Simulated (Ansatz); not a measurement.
The system is Ir4W.

```
CELL_PARAMETERS angstrom
1.37784 0.79550 11.31056
-1.37784 0.79550 11.31056
0.00000 -1.59099 11.31056
ATOMIC_POSITIONS crystal
Ir 0.39967 0.39967 0.39967
Ir 0.80081 0.80081 0.80081
Ir 0.19919 0.19919 0.19919
Ir 0.60033 0.60033 0.60033
W 0.00000 0.00000 0.00000
```

The cell comes from a database or a generator and needn't be the stable form of this composition.

* Program: Ansatz 0.2.0
* Task: single point
* Functional: PBEsol
* Potentials or basis: Ansatz PAW
* Cutoff: 420 eV (not typed: the program's choice for these potentials)
* k mesh: 11 × 11 × 11
* Occupations: fermi-dirac, width 0.05 eV
* Spin: no spin polarisation

On this cell: pressure -11.9 GPa; largest force 0.033 eV/Å; band gap on the k mesh none (metal or under the smearing width).

The same run follows on a disturbed copy (atoms moved at random, drawn with an rms of 0.05 Å):

```
Ir W
1.0
     1.37784    0.79550   11.31056
    -1.37784    0.79550   11.31056
     0.00000   -1.59099   11.31056
Ir W
4 1
Direct
  0.40985 0.38792 0.39619
  0.81219 0.81724 0.77546
  0.17838 0.21345 0.20462
  0.60144 0.60747 0.59055
  0.99035 0.98291 0.02702
```

Q: What does the disturbed cell give?

A: The energy (extrapolated to zero smearing) moves by +11.9 meV/atom; pressure -10.8 GPa; largest force 0.671 eV/Å; band gap on the k mesh none (metal or under the smearing width).

Forces in eV/Å, atoms in the order of the input:
```
Ir  -0.114 -0.114  0.645
Ir  -0.048 -0.313 -0.591
Ir   0.187  0.219  0.287
Ir  -0.003 -0.170  0.075
W   -0.022  0.379 -0.416
```

Stress tensor (GPa, compression positive):
```
-10.94   0.11  -0.10
  0.11 -10.91   0.59
 -0.10   0.59 -10.70
```

Caveats: the PAW data sets come from PBE, with cores solved anew for the run's functional, which leaves a small shift of forces and pressure.
